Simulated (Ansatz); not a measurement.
The system is SrV.

```
Sr V
1.0
     0.00000    2.79577    2.79577
     2.79577    0.00000    2.79577
     2.79577    2.79577    0.00000
Sr V
1 1
Direct
  0.00000 0.00000 0.00000
  0.50000 0.50000 0.50000
```

The cell was built by a generator and needn't be a form met in nature.

| Quantity | Value |
| --- | --- |
| Program | Ansatz 0.2.0 |
| Task | single point |
| Functional | PBE |
| Potentials or basis | all-electron LAPW, scalar-relativistic |
| Cutoff | 207 eV (chosen from the basis error) |
| Basis error allowed | 0.001 eV/atom |
| k mesh | 8 × 8 × 8 |
| Occupations | fermi-dirac, width 0.05 eV |
| Spin | collinear spin, ferromagnetic start |
| Starting moments | [0.0, 2.0] μB |

On this cell: pressure 19.4 GPa; largest force zero by symmetry; net moment 3.02 μB per cell; site moments Sr +0.17; V +2.68 μB; band gap on the k mesh none (metal or under the smearing width).

The same run follows on a disturbed copy (atoms moved at random, drawn with an rms of 0.05 Å):

```
Sr V
1.0
     0.00000    2.79577    2.79577
     2.79577    0.00000    2.79577
     2.79577    2.79577    0.00000
Sr V
1 1
Direct
  0.00493 0.99875 0.98223
  0.50170 0.50444 0.48438
```

Task: What changes?

Result: The energy (extrapolated to zero smearing) moves by +0.5 meV/atom; pressure 19.4 GPa; largest force 0.096 eV/Å; net moment 3.02 μB per cell; site moments Sr +0.17; V +2.67 μB; band gap on the k mesh none (metal or under the smearing width).

Forces on the atoms (eV/Å):
```
Sr   0.091 -0.012  0.028
V   -0.091  0.012 -0.028
```

Caveats: so large a pressure means that the cell lies far from this level's equilibrium, or that cutoff or potentials fall short (some runs).
